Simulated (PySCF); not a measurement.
**The bond of TeC−, level by level**

What are the lowest state that PBE0 finds, the bond length, vibrational wavenumber and bond energy of TeC−, and how much do these hang on the method?

Program: PySCF 2.14.0. Level of theory: Te aug-cc-pVDZ-PP with ECP28, C aug-cc-pVDZ, scalar-relativistic core potentials. These are calculated values, not measurements.

## Step 1: Input

A driver script around PySCF takes these settings:

| Item | Value |
| --- | --- |
| atoms | Te, C |
| charge | -1 |
| basis | Te aug-cc-pVDZ-PP with ECP28, C aug-cc-pVDZ |
| Hamiltonian | scalar-relativistic core potentials |
| basis functions | 55 |
| electrons treated | 31 |
| masses in u | 129.9062, 12.0000 |
| levels | PBE0, PBE, r²SCAN, PW91, M06, BHandHLYP, HSE06, HF, MP2, SCS-MP2, CCSD, CCSD(T) |
| grid | 80 radial by 434 angular points |
| occupations | held fixed by the projection of orbital angular momentum |
| dissociation limit | Te− + C, each in its ground configuration |
| starting distance in angstrom | 2.130 |
| values of 2S to try | 1, 3 |

Run with:

```
$ OMP_NUM_THREADS=1 python dia.py task.json out
```

Further steps of the session: PBE0 along the bond; Higher solutions at PBE0; PBE (GGA); r²SCAN (meta-GGA); PW91 (GGA); M06 (hybrid meta-GGA); BHandHLYP; HSE06 (range-separated hybrid); ROHF; MP2 and coupled cluster.

**Question.** What will these runs give? Wanted: for each run, Re; ωe; De; μ.

As calculated:

Lowest PBE0 solution found, without spin–orbit coupling: ²Π (doublet), unpaired electrons π ↑. State 2 has its PBE0 minimum 1.60 eV higher. The other levels ran on the lowest alone.

| level | Re (Å) | ωe (cm⁻¹) | De (eV) | μ (D) |
| --- | --- | --- | --- | --- |
| ROHF | 2.038 | 664 | 1.45 | -2.97 |
| ROHF-MP2 | 1.994 | 711 | 3.38 | n/a |
| ROHF-SCS-MP2 | 2.004 | 695 | 3.19 | n/a |
| ROHF-CCSD | 2.028 | 664 | 3.12 | n/a |
| ROHF-CCSD(T) | 2.037 | 647 | 3.43 | n/a |
| PBE | 2.027 | 652 | 4.19 | -3.95 |
| PW91 | 2.027 | 651 | 4.20 | -3.96 |
| r²SCAN | 2.021 | 665 | 3.76 | -3.83 |
| PBE0 | 2.010 | 683 | 3.71 | -3.85 |
| M06 | 2.011 | 678 | 3.76 | -4.08 |
| HSE06 | 2.013 | 677 | 3.71 | -3.84 |
| BHandHLYP | 2.011 | 686 | 3.05 | -3.70 |

De is counted to Te− + C in their ground configurations. A positive dipole points from Te to C; in an ion it is taken about the centre of mass and does not tell which atom is negative.

What this shows: The methods spread over 0.044 Å in bond length, from ROHF-MP2 to ROHF. Of the levels with a De here, ROHF gives the least (1.45 eV) and PW91 the most (4.20 eV).

Correlated steps freeze 5 core orbitals. These are scalar-relativistic numbers at best; spin–orbit coupling would shift them, the dissociation energy most. T1 is 0.042 near the minimum (highest on the curve 0.059), which may point to more than one leading configuration. With some functionals the highest level of the anion is positive, from self-interaction error or because the anion is truly unbound there; the finite basis then holds the extra electron, and no neutral molecule was run to test the binding. With spin–orbit coupling the term label itself may not hold.
